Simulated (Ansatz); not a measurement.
# BBrClH3OSi: a ladder of functionals and wavefunction methods

Aim: compute BBrClH3OSi with functionals from several rungs and with coupled cluster, and see how far each lands from CCSD(T) at the basis-set limit for the atomisation energy.

The runs use Ansatz 0.2.0, Gaussian basis; functionals in def2-TZVPP, the program's frozen cores in correlated methods.

Levels to be run: LDA (SPW92), PBE-D4, revPBE-D4, BLYP-D4, r2SCAN-D4, B97M-V, PBE0-D4, B3LYP-D4, r2SCANh-D4, r2SCAN0-D4, HSE06-D4, BHLYP-D4, CAM-B3LYP-D4, LC-ωPBE, ωB97X-V, ωB97M-V, B2PLYP, PBE-QIDH; CCSD(T)/def2-SVP; CCSD(T)/def2-TZVPP; MP2/def2-QZVPP; extrapolation to the limit; RPA on PBE.

## Step 1: Structure used throughout

The geometry comes from an earlier relaxation with PBE0-D4 in a triple-zeta def2 set; it is a stationary point, not always the lowest conformer.

SMILES `[SiH3]OB(Cl)Br`, 8 atoms, charge 0, spin multiplicity 1.

Atoms are counted from 1 here; the program's logs count them from 0.

Bond lengths: Si1–O2 1.670 Å, Si1–H6 1.481 Å, Si1–H7 1.481 Å, Si1–H8 1.479 Å, O2–B3 1.329 Å, B3–Cl4 1.748 Å, B3–Br5 1.932 Å. Angles: O2–Si1–H6 109.4°, O2–Si1–H7 109.3°, O2–Si1–H8 105.5°, H6–Si1–H7 110.8°, H6–Si1–H8 110.8°, H7–Si1–H8 110.8°, Si1–O2–B3 133.7°, O2–B3–Cl4 120.4°, O2–B3–Br5 120.9°, Cl4–B3–Br5 118.8°.

## Step 2: LDA

This LDA is Slater exchange with PW92 correlation.

in.yaml

```yaml
crystal:
  periodic: [false, false, false]
  atoms:
    - {symbol: Si, position_ang: [-0.995056, -0.649962, -0.448843]}
    - {symbol: O, position_ang: [-0.137054, 0.231607, 0.680382]}
    - {symbol: B, position_ang: [1.076041, 0.775107, 0.691539]}
    - {symbol: Cl, position_ang: [1.640642, 1.646892, 2.097235]}
    - {symbol: Br, position_ang: [2.246416, 0.619549, -0.837781]}
    - {symbol: H, position_ang: [-1.171081, 0.161276, -1.675034]}
    - {symbol: H, position_ang: [-0.267304, -1.904648, -0.747005]}
    - {symbol: H, position_ang: [-2.300505, -0.936820, 0.183707]}
basis:
  gaussian: {orbitals: def2-TZVPP}
hamiltonian: {xc: lda}
output: {orbitals: {seedname: orbitals}}
```

Started as:

```bash
ansatz run in.yaml --threads 4 --pin off --events-out ev --progress --plain --max-ram 10444MiB
```

Further steps of the session: PBE-D4 (GGA); revPBE-D4 (GGA); BLYP-D4 (GGA); r2SCAN-D4 (meta-GGA); B97M-V (meta-GGA); PBE0-D4 (hybrid); B3LYP-D4 (hybrid); r2SCANh-D4 (hybrid); r2SCAN0-D4 (hybrid); HSE06-D4 (hybrid); BHLYP-D4 (hybrid); CAM-B3LYP-D4 (range-separated); LC-ωPBE (range-separated); ωB97X-V (range-separated); ωB97M-V (range-separated); B2PLYP (double hybrid); PBE-QIDH (double hybrid); CCSD(T) in def2-SVP; CCSD(T) in def2-TZVPP; MP2 in def2-QZVPP; RPA on PBE orbitals.

Before running them: what should the planned runs give, taken together? Wanted: atomisation energy, CCSD(T)/CBS; farthest beyond LDA; mean size of error, GGA; mean size of error, meta-GGA; mean size of error, hybrid; mean size of error, range-separated; mean size of error, double hybrid; gap, smallest and largest; T1 diagnostic.

As calculated:

```
                               quantity                                                                                                                     value
        atomisation energy, CCSD(T)/CBS                                                                                                             2845.9 kJ/mol
 functionals within 28.5 kJ/mol (1.0 %)  PBE-D4, r2SCAN-D4, B97M-V, PBE0-D4, B3LYP-D4, r2SCANh-D4, r2SCAN0-D4, HSE06-D4, CAM-B3LYP-D4, ωB97X-V, ωB97M-V, PBE-QIDH
                    farthest beyond LDA                                                                                                   BHLYP-D4 (-86.9 kJ/mol)
                mean size of error, GGA                                                                                                               35.6 kJ/mol
           mean size of error, meta-GGA                                                                                                               17.4 kJ/mol
             mean size of error, hybrid                                                                                                               28.1 kJ/mol
    mean size of error, range-separated                                                                                                               13.0 kJ/mol
      mean size of error, double hybrid                                                                                                               29.6 kJ/mol
              gap, smallest and largest                                                                                 5.37 eV (LDA (SPW92)), 12.84 eV (LC-ωPBE)
                          T1 diagnostic                                                                                                                    0.0106
triples share of the correlation energy                                                                                                                     3.7 %
```

**Reading.** The LDA atomisation energy is off by 387.6 kJ/mol (14 %): it overbinds. PBE-D4 misses by +25.4 kJ/mol. Double hybrids carry the basis error of their MP2 part in triple zeta, and no dispersion term here, so their miss is partly the set-up's. The rungs range-separated, meta-GGA, hybrid miss on average by less than the doubt on the reference (28.5 kJ/mol), so they tie. Misses under about 28.5 kJ/mol are within the doubt on the reference itself, which lacks core-valence correlation, relativity and higher excitations, and its outer-core shells are covered unevenly. All levels share the lack of spin-orbit coupling, which lowers the free heavy atoms and so the true binding. Hartree-Fock recovers 75 % of the binding; the rest is correlation. CCSD(T) in def2-SVP is off by -175.7 kJ/mol, so the small basis spoils what the method gains. The gap grows from 5.4 to 12.8 eV across the functionals, mostly with the share of exact exchange. Correlated methods include outer-core shells of Br, which these sets cover unevenly.
